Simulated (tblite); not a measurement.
# C4H9O3S: the cost of one run

Programs: PySCF 2.14.0 with density-fitted response routines of our own, and tblite 0.8.0. All values are computed, except where a source is named. Atoms count from 0 throughout.

## 1. The starting structure

17 atoms, charge -1, multiplicity 1; geometry from: force field or distance geometry start.

Bonds of the start (Å): C0–H8 1.08, C0–H9 1.08, C0–S1 1.70, C4–C5 1.51, C4–H10 1.09, C4–H11 1.10, C5–H12 1.11, C5–H13 1.10, C5–O6 1.44, C7–H14 1.09, C7–H15 1.09, C7–H16 1.10, O6–C7 1.42, S1–C4 1.78, S1–O2 1.45, S1–O3 1.45.

## 2. GFN2-xTB relaxation, start minimum

The job: settings as JSON, then the geometry in Å.

```
{"job": {"xc": "GFN2-xTB", "basis": "xTB", "kind": "relax"}, "charge": -1, "multiplicity": 1}
C     -2.836700     0.673300    -0.820800
S     -1.847900    -0.481000    -0.050500
O     -1.612400    -1.582000    -0.962700
O     -2.380500    -0.716500     1.274600
C     -0.313100     0.392400     0.139900
C      0.707900    -0.466700     0.843500
O      1.949900     0.244900     0.976800
C      2.821900     0.062100    -0.128100
H     -3.452500     1.322300    -0.211900
H     -2.962300     0.630000    -1.887800
H     -0.502600     1.311200     0.695600
H      0.028500     0.672500    -0.865500
H      0.359200    -0.687700     1.870600
H      0.873900    -1.429400     0.342300
H      3.086900    -0.988500    -0.229000
H      3.723000     0.638900     0.054700
H      2.349700     0.416400    -1.051600
```

On the command line:

```sh
OMP_NUM_THREADS=1 python ens_run.py task.json out
```

One launch serves the whole session.

Q: Estimate the wall time of this first job on 1 thread of Intel Xeon at 2.50GHz, shared host.

About 2.5 s.
